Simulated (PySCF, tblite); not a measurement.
# H10N5O2PSi, a fragment of a glass network (dimer): NMR shifts, core binding energies and electronic excitations

Wanted: the NMR shifts, core binding energies and electronic excitations for `N[Si](N)(N)OP(N)(N)=O`. It is drawn as: Si P, NH2 ends, O bridges.

Computed with tblite 0.8.0 and PySCF 2.14.0; each step states its level. No surroundings beyond the atoms listed, unless a continuum is named. Atoms count from 0, parts from 1.

## 1. The system as given

19 atoms, charge 0, multiplicity 1; geometry: distance geometry start.

## 2. Relaxing the cluster with GFN2-xTB

What the job is given:

```
{"job": {"kind": "relax", "xc": "GFN2-xTB", "basis": "xTB"}, "charge": 0, "multiplicity": 1}
N     -2.414070     1.736727    -0.214880
P     -1.484801     0.487965     0.115533
N     -2.033302    -0.547059    -1.024884
O     -1.639182    -0.015233     1.525385
O     -0.010326     0.983239    -0.272671
Si     1.167081    -0.031195     0.124496
N      1.421959    -0.334568     1.689875
N      2.640980     0.552011    -0.345081
N      1.178861    -1.466901    -0.664749
H     -3.408462     1.605425     0.078666
H     -2.462810     1.928790    -1.206423
H     -1.359474    -1.335727    -1.128975
H     -2.890545    -0.983262    -0.720139
H      1.569564    -1.346907     1.797620
H      0.562218    -0.177570     2.229417
H      2.540071     1.576933    -0.447942
H      3.236912     0.457416     0.493172
H      1.297577    -1.230440    -1.654398
H      2.076232    -1.902733    -0.452256
```

Method: GFN2-xTB geometry optimisation, gas phase.

Launch:

```sh
$ OMP_NUM_THREADS=1 python cluster_run.py task.json out
```

The driver reads the jobs from task.json and runs them one after another.

**Question.** The jobs that follow are: PBE0-D3(BJ)/def2-SVP geometry optimisation, gas phase; GIAO PBE0/pcSseg-1 NMR shielding, non-relativistic, gas phase; delta-SCF UKS SCAN, pcX-2 on the ionised atom, pcseg-1 elsewhere, spin-free X2C; TDDFT CAM-B3LYP/def2-SVPD, vertical, gas phase, core orbitals frozen in the response. Predict: point group; rotational constants (main isotopes); 1H shifts against TMS (PBE0/pcSseg-1); 15N shifts against NH3 (PBE0/pcSseg-1); 31P shifts against H3PO4 (PBE0/pcSseg-1); 17O shifts against H2O (PBE0/pcSseg-1); 29Si shifts against TMS (PBE0/pcSseg-1); potential on the surface of density 0.002 e/bohr³, 1st and 99th percentile; N1s binding energies, SCAN/pcX-2 (standing for 3 of 5 atoms); O1s binding energies, SCAN/pcX-2 (standing for 1 of 2 atoms); Si2p binding energies, SCAN/pcX-2; lowest singlet (CAM-B3LYP/def2-SVPD); brightest single state of those computed; lowest triplet.

The runs gave:

| quantity | value |
| --- | --- |
| point group | C1 |
| rotational constants (main isotopes) | 2.03, 0.80, 0.78 GHz |
| 1H shifts against TMS (PBE0/pcSseg-1) | 4.13, 3.51, 1.91, 1.91, 1.37, 0.69, 0.62, 0.62, 0.51, 0.35 ppm |
| 15N shifts against NH3 (PBE0/pcSseg-1) | 64.4, 61.5, 34.2, 31.5, 30.1 ppm |
| 31P shifts against H3PO4 (PBE0/pcSseg-1) | 2.1 ppm |
| 17O shifts against H2O (PBE0/pcSseg-1) | 166.9, 150.2 ppm |
| 29Si shifts against TMS (PBE0/pcSseg-1) | -44.2 ppm |
| potential on the surface of density 0.002 e/bohr³, 1st and 99th percentile | -2.27 V and 1.62 V |
| N1s binding energies, SCAN/pcX-2 (standing for 3 of 5 atoms) | N8 404.65, N7 404.61, N6 404.01 eV |
| O1s binding energies, SCAN/pcX-2 (standing for 1 of 2 atoms) | O4 537.73 eV |
| Si2p binding energies, SCAN/pcX-2 | Si5 107.69 eV |
| lowest singlet (CAM-B3LYP/def2-SVPD) | 6.41 eV (193 nm), f = 0.034 |
| brightest single state of those computed | state 2, 6.91 eV, f = 0.096 |
| lowest triplet | 6.13 eV |

In words: The start of the PBE0/def2-SVP relaxation was shaken at random by about 0.01 Å, so part of the energy gained, and of the first lengths quoted, undoes that. The optimisation took 24 steps and gained 0.454 eV; among the close pairs (by a distance rule), O4–Si5 changed most, from 1.642 to 1.691 Å (PBE0/def2-SVP). No frequency check was run at this level, so the end point may be a saddle. At PBE0/pcSseg-1: The widest tensor belongs to P1: span 216 ppm, with a paramagnetic part of -660 ppm. At SCAN/pcX-2: The N1s levels kept as sound span 0.64 eV, from N6 (nitrogen bonded to Si, 2 H) up to N8 (nitrogen bonded to Si, 2 H). Only 3 of the 5 N atoms are covered by sound results. The first singlet state (HOMO→LUMO 0.84) lies at 6.41 eV and is weak; of the 6 states computed, the strongest absorption comes from state 2 at 6.91 eV. The lowest triplet lies 0.28 eV below the lowest singlet (triplets in Tamm-Dancoff, singlets in full TDDFT). A capped cluster stands for the solid here, so long-range fields and strain are missing, and bands or shifts of the capping hydrogens have no counterpart in it.
